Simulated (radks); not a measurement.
# As in [Ar] 3d10 4s1.75 4p3.25: an all-electron calculation

One table from this session's results is given with a row withheld; the runs are named, their logs left out.

Program: radks (a radial shooting solver on a logarithmic mesh, Libxc functionals) version 1. Level of theory: Dirac Kohn-Sham, LDA (Slater exchange, Perdew-Wang correlation), spin-unpolarised, spherical densities, finite nucleus; open shells fill j = l - 1/2 first. These are calculated values, not measurements, unless marked.

## Starting point

* element: arsenic (Z = 33)
* charge: 0
* electrons: 33
* configuration: [Ar] 3d10 4s1.75 4p3.25
* nuclear rms radius: 4.0968 fm

Set-up of the first run:

Input:

```text
Z 33
configuration [Ar] 3d10 4s1.75 4p3.25 5s0 4d0
relativity Dirac
functional lda,pw
spin unpolarised
j_filling energy
nucleus finite rms 4.0968 fm
c 137.035999084
```

The run is started by

```console
$ python run_ks.py task.json out
```

This one command runs every case of the session in turn.

One table of the session follows, with a row left open; its other results are not shown here.

It belongs to the step «Shells». From the orbitals of this run (lengths in bohr):

```
level      <r>  outermost maximum (interpolated)  90 % within  nodes
1s1/2  0.04556                            0.0298       0.0814      0
2s1/2   0.2028                             0.170        0.314      1
2p1/2   0.1748                             0.134        0.286      0
2p3/2   0.1785                             0.137        0.291      0
3s1/2   0.5994                             0.522        0.896      2
3p1/2   0.6107                             0.515        0.938      1
3p3/2        ?                                 ?            ?      ?
3d3/2   0.6758                             0.473         1.13      0
3d5/2   0.6806                             0.476         1.14      0
4s1/2    1.927                              1.60         2.90      3
4p1/2    2.495                              1.94         3.91      2
4p3/2    2.550                              1.98         4.00      2
5s1/2    7.413                              5.76         11.6      4
```

**Question.** Estimate the row for 3p3/2.

**Answer.** <r>: 0.6215; outermost maximum (interpolated): 0.524; 90 % within: 0.954; nodes: 1. In the column «<r>» it lies between 3p1/2 (0.6107) and 3d3/2 (0.6758).
